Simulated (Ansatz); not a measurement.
# SiO2 (Stishovite): the cost of one run

Computed with Ansatz 0.2.0 (DFT r2SCAN, scalar-relativistic, plane waves, PAW, unless a step's input says otherwise).

## 1. The starting structure

Symmetry: P4_2/mnm, No. 136, tetragonal system. The conventional cell has a = 4.177 Å, b = 4.177 Å, c = 2.665 Å, α = 90.00°, β = 90.00°, γ = 90.00°. Si (site symmetry mmm) has 6 O at 1.76 to 1.81 Å as nearest neighbours. Around O (site symmetry m2m) lie 3 Si at 1.76 to 1.81 Å.

Structure file:

```
Si O
1.0
     4.17730    0.00000    0.00000
     0.00000    4.17730    0.00000
     0.00000    0.00000    2.66520
Si O
2 4
Direct
  0.00000 0.00000 0.00000
  0.50000 0.50000 0.50000
  0.30590 0.30590 0.00000
  0.19410 0.80590 0.50000
  0.69410 0.69410 0.00000
  0.80590 0.19410 0.50000
```

The structure comes from the Crystallography Open Database.

(A quick probe on a coarse mesh, which set the mesh and smearing, is not shown.)

## 3. Full relaxation

input.yaml

```yaml
crystal:
  lattice:
    - [4.1773, 0.0, 0.0]
    - [0.0, 4.1773, 0.0]
    - [0.0, 0.0, 2.6652]
  atoms:
    - { symbol: Si, position: [0.0, 0.0, 0.0] }
    - { symbol: Si, position: [0.5, 0.5, 0.5] }
    - { symbol: O, position: [0.3059, 0.3059, 0.0] }
    - { symbol: O, position: [0.1941, 0.8059, 0.5] }
    - { symbol: O, position: [0.6941, 0.6941, 0.0] }
    - { symbol: O, position: [0.8059, 0.1941, 0.5] }
basis:
  ecutwfc: 500
kpoints:
  mp_grid: { grid: [6, 6, 8] }
hamiltonian:
  xc: r2scan
scf:
  occupations: { method: gaussian, width: 0.02 }
output:
  forces: true
  stress: true
  eigenvalues: true
relax:
  adjacent_minimum: "off"
  f_tol: 0.005
  max_steps: 80
  cell: { stress_tol: 0.05 }
```

Started as:

```
ansatz run input.yaml --threads 2 --pin off --max-ram 5120MiB --backend cpu --events-out ev --progress --plain --runs-dir out
```

**Question.** How long does this run take on 2 threads of Intel Xeon at 2.70GHz, shared host, and how much memory does it need?

About 23 s, with a peak of 0.48 GiB.
